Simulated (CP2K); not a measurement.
Runs of CP2K 2026.2 on NbSi. Symmetry: Fm-3m, No. 225, cubic system. The conventional cell has a = 5.148 Å, b = 5.148 Å, c = 5.148 Å, α = 90.00°, β = 90.00°, γ = 90.00°. Nb (site symmetry m-3m) has 6 Si at 2.57 Å as nearest neighbours. Si (site symmetry m-3m) has 6 Nb at 2.57 Å as nearest neighbours. The cell was built by a generator and needn't be a form met in nature.

| task | level | potentials or basis | EPS_DEFAULT | NGRIDS | CUTOFF of the grids | cutoff of the non-local correlation (Ry) | cutoff radius of the dispersion sum (A) | gap on the mesh (eV) | pressure (GPa) |
| --- | --- | --- | --- | --- | --- | --- | --- | --- | --- |
| single point | r2SCAN+rVV10 | POTENTIAL_UZH Nb GTH-SCAN-q13, Si GTH-SCAN-q4; TZVP-MOLOPT-SCAN-GTH basis | 1.0E-9 | 5 | 675 Ry | 300 | - | none | -1.5 |
| single point | PBE | POTENTIAL_UZH Nb GTH-PBE-q13, Si GTH-PBE-q4; TZVP-MOLOPT-PBE-GTH basis | 1.0E-10 | 4 | 450 Ry | - | - | none | (a) |
| single point | r2SCAN+D4 | POTENTIAL_UZH Nb GTH-SCAN-q13, Si GTH-SCAN-q4; TZVP-MOLOPT-SCAN-GTH basis | 1.0E-9 | 5 | 675 Ry | - | 20 | none | -2.0 |
| single point | r2SCAN+D3(BJ) | POTENTIAL_UZH Nb GTH-SCAN-q13, Si GTH-SCAN-q4; TZVP-MOLOPT-SCAN-GTH basis | 1.0E-9 | 5 | 675 Ry | - | 20 | none | -3.4 |

Alike in all rows: no spin polarisation; cell as given; k mesh 9 × 9 × 9; smearing fermi-dirac 0.05 eV.

Question: Fill in the values left out.

Answer: (a) 0.5.

Caveats: the basis of atomic orbitals isn't converged, which shifts pressures, moduli and gaps; pairwise dispersion overbinds metals, which lowers pressure and volume (some runs).

A k mesh can miss the band edges, and the runs leave out spin-orbit coupling on Nb.

A gap of «none» marks a metal or a gap under the smearing width.

Not every run made on this cell is shown here.
